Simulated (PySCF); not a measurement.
# C5H7NOSe: the cost of one run

Computed with PySCF 2.14.0 and routines of our own; the level stands in each step. Atoms count from 0.

## 1. The system as given

15 atoms, charge 0, multiplicity 1; geometry from: GFN2-xTB.

## 2. Magnetic properties: GIAO B97-2/pcSseg-1

The job: settings as JSON, then the geometry in Å.

```
{"job": {"kind": "mag", "xc": "B97-2", "basis": "pcSseg-1", "isotopologues": 2}, "charge": 0, "multiplicity": 1}
C      2.469163     0.295255    -0.285615
Se     1.744286    -0.917454     1.055321
C      0.131287    -1.461785     0.026334
C     -0.774874    -0.309935    -0.103723
C     -1.800716     0.103638     0.789993
C     -2.277090     1.242940     0.220936
O     -1.608397     1.501461    -0.905940
N     -0.677811     0.539356    -1.098080
H      1.658113     0.920014    -0.653725
H      2.900690    -0.281952    -1.099729
H      3.233851     0.900142     0.192947
H     -0.326951    -2.273273     0.589678
H      0.480920    -1.808133    -0.945311
H     -2.109051    -0.375299     1.694561
H     -3.047834     1.933012     0.500442
```

With the program's defaults for keys left out, this is: GIAO B97-2/pcSseg-1 magnetisability, rotational g tensor and spin-rotation constants, non-relativistic, gas phase.

Run with:

```sh
> OMP_NUM_THREADS=1 python excited_run.py task.json out
```

One launch serves the whole session: the jobs run in the order shown.

**Question.** How long does this first job take on 1 thread of Arm Neoverse N1, shared host, and how much memory does it need?

About 69 s, with a peak of 1 GiB.
